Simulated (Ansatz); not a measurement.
# C2H5GeN: a ladder of functionals and wavefunction methods

Aim: compute C2H5GeN with functionals from several rungs and with coupled cluster. The yardstick is the atomisation energy at the CCSD(T) limit.

The runs use Ansatz 0.2.0, Gaussian basis; functionals in def2-TZVPP, the program's frozen cores in correlated methods.

Levels to be run: LDA (SPW92), PBE-D4, revPBE-D4, BLYP-D4, r2SCAN-D4, B97M-V, PBE0-D4, B3LYP-D4, r2SCANh-D4, r2SCAN0-D4, HSE06-D4, BHLYP-D4, CAM-B3LYP-D4, LC-ωPBE, ωB97X-V, ωB97M-V, B2PLYP, PBE-QIDH; CCSD(T)/def2-SVP; CCSD(T)/def2-TZVPP; MP2/def2-QZVPP; extrapolation to the limit; RPA on PBE.

### Step 1. The geometry

The geometry comes from an earlier relaxation with PBE0-D4 in a triple-zeta def2 set; it is a stationary point, not always the lowest conformer.

SMILES `C#[C][GeH2][NH2]`, 9 atoms, charge 0, spin multiplicity 1.

Atoms are counted from 1 here; the program's logs count them from 0.

Bond lengths: C1–C2 1.206 Å, C1–H5 1.066 Å, C2–Ge3 1.914 Å, Ge3–N4 1.834 Å, Ge3–H6 1.532 Å, Ge3–H7 1.532 Å, N4–H8 1.011 Å, N4–H9 1.011 Å. Angles: C2–C1–H5 179.8°, C1–C2–Ge3 178.7°, C2–Ge3–N4 113.1°, C2–Ge3–H6 107.9°, C2–Ge3–H7 107.9°, N4–Ge3–H6 107.7°, N4–Ge3–H7 107.7°, H6–Ge3–H7 112.6°, Ge3–N4–H8 113.5°, Ge3–N4–H9 113.5°, H8–N4–H9 108.1°.

### Step 2. LDA

This LDA is Slater exchange with PW92 correlation.

Contents of in.yaml:

```yaml
crystal:
  periodic: [false, false, false]
  atoms:
    - {symbol: C, position_ang: [-0.021052, 1.135381, -2.158224]}
    - {symbol: C, position_ang: [0.247091, 0.688245, -1.070476]}
    - {symbol: Ge, position_ang: [0.633408, -0.041815, 0.656602]}
    - {symbol: N, position_ang: [-0.723529, -1.084635, 1.317193]}
    - {symbol: H, position_ang: [-0.255048, 1.532096, -3.119591]}
    - {symbol: H, position_ang: [0.838257, 1.127079, 1.625860]}
    - {symbol: H, position_ang: [1.879201, -0.924223, 0.525859]}
    - {symbol: H, position_ang: [-1.589019, -0.580511, 1.456166]}
    - {symbol: H, position_ang: [-0.920609, -1.897916, 0.749511]}
basis:
  gaussian: {orbitals: def2-TZVPP}
hamiltonian: {xc: lda}
output: {orbitals: {seedname: orbitals}}
```

Run with:

```bash
$ ansatz run in.yaml --threads 2 --pin off --events-out ev --progress --plain --max-ram 4352MiB
```

After this run come: PBE-D4 (GGA); revPBE-D4 (GGA); BLYP-D4 (GGA); r2SCAN-D4 (meta-GGA); B97M-V (meta-GGA); PBE0-D4 (hybrid); B3LYP-D4 (hybrid); r2SCANh-D4 (hybrid); r2SCAN0-D4 (hybrid); HSE06-D4 (hybrid); BHLYP-D4 (hybrid); CAM-B3LYP-D4 (range-separated); LC-ωPBE (range-separated); ωB97X-V (range-separated); ωB97M-V (range-separated); B2PLYP (double hybrid); PBE-QIDH (double hybrid); CCSD(T) in def2-SVP; CCSD(T) in def2-TZVPP; MP2 in def2-QZVPP; RPA on PBE orbitals.

Q: Predict the results of all the runs planned. Wanted: atomisation energy, CCSD(T)/CBS; farthest beyond LDA; mean size of error, GGA; mean size of error, meta-GGA; mean size of error, hybrid; mean size of error, range-separated; mean size of error, double hybrid; gap, smallest and largest; T1 diagnostic.

The runs gave:

```
                               quantity                                                                                                        value
        atomisation energy, CCSD(T)/CBS                                                                                               777.0 kcal/mol
functionals within 7.8 kcal/mol (1.0 %)  revPBE-D4, BLYP-D4, r2SCAN-D4, B97M-V, PBE0-D4, B3LYP-D4, HSE06-D4, CAM-B3LYP-D4, LC-ωPBE, ωB97X-V, ωB97M-V
                    farthest beyond LDA                                                                                    BHLYP-D4 (-28.5 kcal/mol)
                mean size of error, GGA                                                                                                 7.6 kcal/mol
           mean size of error, meta-GGA                                                                                                 2.2 kcal/mol
             mean size of error, hybrid                                                                                                11.2 kcal/mol
    mean size of error, range-separated                                                                                                 2.6 kcal/mol
      mean size of error, double hybrid                                                                                                 7.9 kcal/mol
              gap, smallest and largest                                                                    5.03 eV (LDA (SPW92)), 12.50 eV (LC-ωPBE)
                          T1 diagnostic                                                                                                       0.0118
triples share of the correlation energy                                                                                                        4.2 %
```

In words: The LDA atomisation energy is off by 111.1 kcal/mol (14 %): it overbinds. PBE-D4 misses by +13.3 kcal/mol. Double hybrids carry the basis error of their MP2 part in triple zeta, and no dispersion term here, so their miss is partly the set-up's. The rungs meta-GGA, range-separated, GGA miss on average by less than the doubt on the reference (7.8 kcal/mol), so they tie. The reference freezes the cores and leaves out relativity and excitations past (T), and its outer-core shells are covered unevenly, so misses under about 7.8 kcal/mol can't be ranked. Hartree-Fock recovers 70 % of the binding; the rest is correlation. CCSD(T) in def2-SVP is off by -49.8 kcal/mol, worse than the median functional, from the basis alone. The gap grows from 5.0 to 12.5 eV across the functionals, mostly with the share of exact exchange. Correlated methods include outer-core shells of Ge, which these sets cover unevenly.
